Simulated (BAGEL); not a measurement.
# C3H4AlF (SMILES C#[C][Al]([CH3])[F]): a chain of runs

Aim: the energy (HF/cc-pVDZ), then a single-point energy (NEVPT2(2,2)/cc-pVDZ), then a single-point energy (CASPT2(2,2)/cc-pVDZ) of C3H4AlF. 

The calculation is run with BAGEL 1.2.2.

1 further run of the same task is left out (set aside as unsound or not needed).

## (1) The structure to begin with

The species is C3H4AlF (9 atoms), meant as a singlet with charge 0. SMILES: `C#[C][Al]([CH3])[F]`. One bond was lengthened or shortened from a relaxed shape.

Bond lengths: C1–C2 1.210 Å, C2–Al3 1.900 Å, Al3–C4 1.931 Å, Al3–F5 1.650 Å, C1–H6 1.067 Å, C4–H7 1.258 Å, C4–H8 1.094 Å, C4–H9 1.092 Å. Some angles: C1–C2–Al3 177.8°, C2–Al3–C4 124.6°, C2–Al3–F5 116.1°, C4–Al3–F5 119.2°, C2–C1–H6 179.6°, Al3–C4–H7 110.8°, Al3–C4–H8 110.9°, Al3–C4–H9 112.0°, H7–C4–H8 106.6°, H7–C4–H9 108.1°.

## (2) The energy at HF/cc-pVDZ (density fitting with svp-jkfit) (run 1)

Input file input.json:

```json
{ "bagel": [

{
  "title": "molecule",
  "basis": "cc-pvdz.json",
  "df_basis": "svp-jkfit",
  "angstrom": true,
  "geometry": [
    { "atom": "C", "xyz": [    0.322973,    2.844100,    0.442849 ] },
    { "atom": "C", "xyz": [    0.413673,    1.705500,    0.043649 ] },
    { "atom": "Al", "xyz": [    0.514773,   -0.104100,   -0.527951 ] },
    { "atom": "C", "xyz": [   -0.330227,   -1.588000,    0.372749 ] },
    { "atom": "F", "xyz": [    1.394373,   -0.386100,   -1.894751 ] },
    { "atom": "H", "xyz": [    0.247373,    3.850400,    0.789049 ] },
    { "atom": "H", "xyz": [   -1.159600,   -2.156900,   -0.383600 ] },
    { "atom": "H", "xyz": [    0.407073,   -2.345600,    0.654349 ] },
    { "atom": "H", "xyz": [   -0.856427,   -1.271900,    1.275949 ] }
  ]
},
{
  "title": "hf"
},
{
  "title": "print",
  "file": "orbitals.molden",
  "orbitals": true
}

]}
```

The basis set cc-pVDZ is read from a file made from the Basis Set Exchange's data (not shown).

The run is started by

```sh
$ BAGEL_NUM_THREADS=1 BAGEL input.json > input.out
```

Output:

```text
* using 1 threads per process

  ===============================================================
  ===============================================================

  *** Geometry ***

  { "atom" : "C", "xyz" : [      0.610331,      5.374570,      0.836863 ] },
  { "atom" : "C", "xyz" : [      0.781729,      3.222928,      0.082485 ] },
  { "atom" : "Al", "xyz" : [      0.972780,     -0.196720,     -0.997683 ] },
  { "atom" : "C", "xyz" : [     -0.624039,     -3.000885,      0.704394 ] },
  { "atom" : "F", "xyz" : [      2.634983,     -0.729623,     -3.580560 ] },
  { "atom" : "H", "xyz" : [      0.467467,      7.276201,      1.491087 ] },
  { "atom" : "H", "xyz" : [     -2.191326,     -4.075950,     -0.724899 ] },
  { "atom" : "H", "xyz" : [      0.769256,     -4.432542,      1.236540 ] },
  { "atom" : "H", "xyz" : [     -1.618412,     -2.403543,      2.411194 ] },

  Number of auxiliary basis functions:      502

  Since a DF basis is specified, we compute 2- and 3-index integrals:
    o Being stored without compression. Storage requirement is 0.035 GB

  Number of basis functions:       94
  Number of electrons      :       44

    * METHOD: MOLECULE                             0.28

  *** RHF ***

  === Nuclear Repulsion ===
   178.5174425446

      * DIIS with orbital gradients will be used.

  === RHF iteration (cc-pvdz.json) ===
      0       -457.07829088          0.01534014           0.08
      1       -457.25652231          0.00816813           0.07
      2       -457.31911738          0.00156049           0.07
      3       -457.32137832          0.00056556           0.07
      4       -457.32167235          0.00008919           0.07
      5       -457.32168132          0.00005249           0.07
      6       -457.32168400          0.00002895           0.07
      7       -457.32168573          0.00001336           0.07
      8       -457.32168616          0.00000644           0.07
      9       -457.32168625          0.00000258           0.07
     10       -457.32168626          0.00000130           0.07
     11       -457.32168626          0.00000034           0.08
     12       -457.32168626          0.00000020           0.07
     13       -457.32168626          0.00000007           0.07
     14       -457.32168626          0.00000003           0.07
     15       -457.32168626          0.00000002           0.07
     16       -457.32168626          0.00000001           0.07
     17       -457.32168626          0.00000001           0.07
    * SCF iteration converged.

    * Permanent dipole moment:
           (    0.452540,    -0.159871,    -0.780809) a.u.

    * METHOD: HF                                   1.49

    * METHOD: PRINT                                0.02

  ===============================================================
```

Run time: 1.9 s. Hardware: 1 thread of Arm Neoverse V1, shared host; peak memory 0.15 GiB.

## (3) The energy at NEVPT2(2,2)/cc-pVDZ (density fitting with svp-jkfit) (run 2)

Input file nevpt2.json:

```json
{ "bagel": [

{
  "title": "molecule",
  "basis": "cc-pvdz.json",
  "df_basis": "svp-jkfit",
  "angstrom": true,
  "geometry": [
    { "atom": "C", "xyz": [    0.322973,    2.844100,    0.442849 ] },
    { "atom": "C", "xyz": [    0.413673,    1.705500,    0.043649 ] },
    { "atom": "Al", "xyz": [    0.514773,   -0.104100,   -0.527951 ] },
    { "atom": "C", "xyz": [   -0.330227,   -1.588000,    0.372749 ] },
    { "atom": "F", "xyz": [    1.394373,   -0.386100,   -1.894751 ] },
    { "atom": "H", "xyz": [    0.247373,    3.850400,    0.789049 ] },
    { "atom": "H", "xyz": [   -1.159600,   -2.156900,   -0.383600 ] },
    { "atom": "H", "xyz": [    0.407073,   -2.345600,    0.654349 ] },
    { "atom": "H", "xyz": [   -0.856427,   -1.271900,    1.275949 ] }
  ]
},
{
  "title": "hf"
},
{
  "title": "nevpt2",
  "nstate": 1,
  "nact": 2,
  "nclosed": 21,
  "active": [19, 29],
  "maxiter": 200,
  "natocc": true,
  "ncore": 9
},
{
  "title": "print",
  "file": "orbitals.molden",
  "orbitals": true
}

]}
```

The basis set cc-pVDZ is read from a file made from the Basis Set Exchange's data (not shown).

The run is started by

```sh
$ BAGEL_NUM_THREADS=1 BAGEL nevpt2.json > nevpt2.out
```

Output:

```text
* using 1 threads per process

  ===============================================================
  ===============================================================

  *** Geometry ***

  { "atom" : "C", "xyz" : [      0.610331,      5.374570,      0.836863 ] },
  { "atom" : "C", "xyz" : [      0.781729,      3.222928,      0.082485 ] },
  { "atom" : "Al", "xyz" : [      0.972780,     -0.196720,     -0.997683 ] },
[... 5 lines of this table left out ...]
  { "atom" : "H", "xyz" : [     -1.618412,     -2.403543,      2.411194 ] },

  Number of auxiliary basis functions:      502

  Since a DF basis is specified, we compute 2- and 3-index integrals:
    o Being stored without compression. Storage requirement is 0.035 GB

[... 18 lines left out ...]
    * SCF iteration converged.
[... 1 line left out ...]
    * Permanent dipole moment:
[... 28 lines left out ...]
    * Second-order optimization converged. *

     guess   0:   closed 1.                   open ..

  === FCI iteration ===

      0  0      -457.32134052     8.10e-02      0.00
      1  0      -457.34100415     9.30e-04      0.00
      2  0 *    -457.34100839     3.44e-16      0.00

     * ci vector, state   0, <S^2> = 0.0000
       2.     0.9927170059
       .2    -0.1204696903

  === DF-NEVPT2 calculation ===

    * 3-index integral transformation done
    * assembly done

      NEVPT2 correlation energy:   -0.6208144893      0.25

          (+0)     -0.5662748782
          (+0)'    -0.0156479791
          (+1)     -0.0041671757
          (+1)'    -0.0000000000
          (+2)     -0.0002816183
          (-1)     -0.0260261383
          (-1)'     0.0000000000
          (-2)     -0.0084166996

      NEVPT2 total energy:       -457.9618228798

    * METHOD: NEVPT2                               4.14

    * METHOD: PRINT                                0.02

  ===============================================================
```

It took 6 s on 1 thread of Arm Neoverse V1, shared host; peak memory 0.15 GiB.

## (4) A single-point energy at CASPT2(2,2)/cc-pVDZ (density fitting with svp-jkfit) (run 3)

Input file caspt2.json:

```json
{ "bagel" : [

{
  "title" : "molecule",
  "basis" : "cc-pvdz.json",
  "df_basis" : "svp-jkfit",
  "angstrom" : true,
  "geometry" : [
    { "atom" : "C", "xyz" : [       0.322973,       2.844100,       0.442849 ] },
    { "atom" : "C", "xyz" : [       0.413673,       1.705500,       0.043649 ] },
    { "atom" : "Al", "xyz" : [       0.514773,      -0.104100,      -0.527951 ] },
    { "atom" : "C", "xyz" : [      -0.330227,      -1.588000,       0.372749 ] },
    { "atom" : "F", "xyz" : [       1.394373,      -0.386100,      -1.894751 ] },
    { "atom" : "H", "xyz" : [       0.247373,       3.850400,       0.789049 ] },
    { "atom" : "H", "xyz" : [      -1.159600,      -2.156900,      -0.383600 ] },
    { "atom" : "H", "xyz" : [       0.407073,      -2.345600,       0.654349 ] },
    { "atom" : "H", "xyz" : [      -0.856427,      -1.271900,       1.275949 ] }
  ]
},

{ "title" : "hf" },

{ "title" : "casscf", "nstate" : 1, "nact" : 2, "nclosed" : 21, "active" : [19, 29], "maxiter" : 200, "natocc" : true },

{ "title" : "print", "file" : "orbitals.molden", "orbitals" : true },

{ "title" : "smith", "method" : "caspt2", "ms" : true, "xms" : true, "sssr" : true, "shift" : 0.2, "shift_imag" : true, "ncore" : 9 }

]}
```

The basis set cc-pVDZ is read from a file made from the Basis Set Exchange's data (not shown).

The run is started by

```sh
$ BAGEL_NUM_THREADS=1 BAGEL caspt2.json > caspt2.out
```

Output:

```text
* using 1 threads per process

  ===============================================================
  ===============================================================

  *** Geometry ***

  { "atom" : "C", "xyz" : [      0.610331,      5.374570,      0.836863 ] },
  { "atom" : "C", "xyz" : [      0.781729,      3.222928,      0.082485 ] },
  { "atom" : "Al", "xyz" : [      0.972780,     -0.196720,     -0.997683 ] },
[... 5 lines of this table left out ...]
  { "atom" : "H", "xyz" : [     -1.618412,     -2.403543,      2.411194 ] },

  Number of auxiliary basis functions:      502

  Since a DF basis is specified, we compute 2- and 3-index integrals:
    o Being stored without compression. Storage requirement is 0.035 GB

[... 18 lines left out ...]
    * SCF iteration converged.
[... 1 line left out ...]
    * Permanent dipole moment:
[... 27 lines left out ...]
    * Second-order optimization converged. *
[... 9 lines left out ...]
     * ci vector, state   0, <S^2> = 0.0000
[... 16 lines left out ...]
    * Zeroth order energy : state  0       -1.0635403174
[... 4 lines left out ...]
       #      aibj      arbs      arbi      airj      risj      airs      arst      rist         Etot      error   time
[... 2 lines left out ...]
       0  -0.56363  -0.01013  -0.02657  -0.00455  -0.00040  -0.01353  -0.00000  -0.00000   -0.6188113  0.0013323   0.13
       1  -0.56382  -0.01020  -0.02670  -0.00466  -0.00043  -0.01392  -0.00000  -0.00000   -0.6197361  0.0002568   0.11
       2  -0.56384  -0.01020  -0.02669  -0.00467  -0.00044  -0.01394  -0.00000  -0.00000   -0.6197760  0.0000545   0.12
       3  -0.56384  -0.01020  -0.02670  -0.00466  -0.00044  -0.01394  -0.00000  -0.00000   -0.6197775  0.0000122   0.12
       4  -0.56384  -0.01020  -0.02670  -0.00466  -0.00044  -0.01394  -0.00000  -0.00000   -0.6197775  0.0000024   0.12
       5  -0.56384  -0.01020  -0.02670  -0.00466  -0.00044  -0.01394  -0.00000   0.00000   -0.6197775  0.0000005   0.13

      ------------------------------------------------------------------------------------------------------------------

    * CASPT2 energy : state  0     -457.9645603522
        w/o shift correction       -457.9607859329
        reference weight              0.8239783840

    * METHOD: SMITH                                1.02

  ===============================================================
```

Wall time 6.6 s (1 thread of Arm Neoverse V1, shared host); peak memory 0.25 GiB.

## (5) Outcome

| quantity | value |
| --- | --- |
| run 1, HF/cc-pVDZ: total energy | -457.32169 Eh |
| run 1, HF/cc-pVDZ: dipole moment | 2.33 D |
| run 1, HF/cc-pVDZ: HOMO energy | -10.95 eV |
| run 1, HF/cc-pVDZ: LUMO energy | 1.83 eV |
| run 1, HF/cc-pVDZ: HOMO–LUMO gap | 12.78 eV |
| run 2, NEVPT2(2,2)/cc-pVDZ: total energy | -457.96182 Eh |
| run 3, CASPT2(2,2)/cc-pVDZ: total energy | -457.96456 Eh |
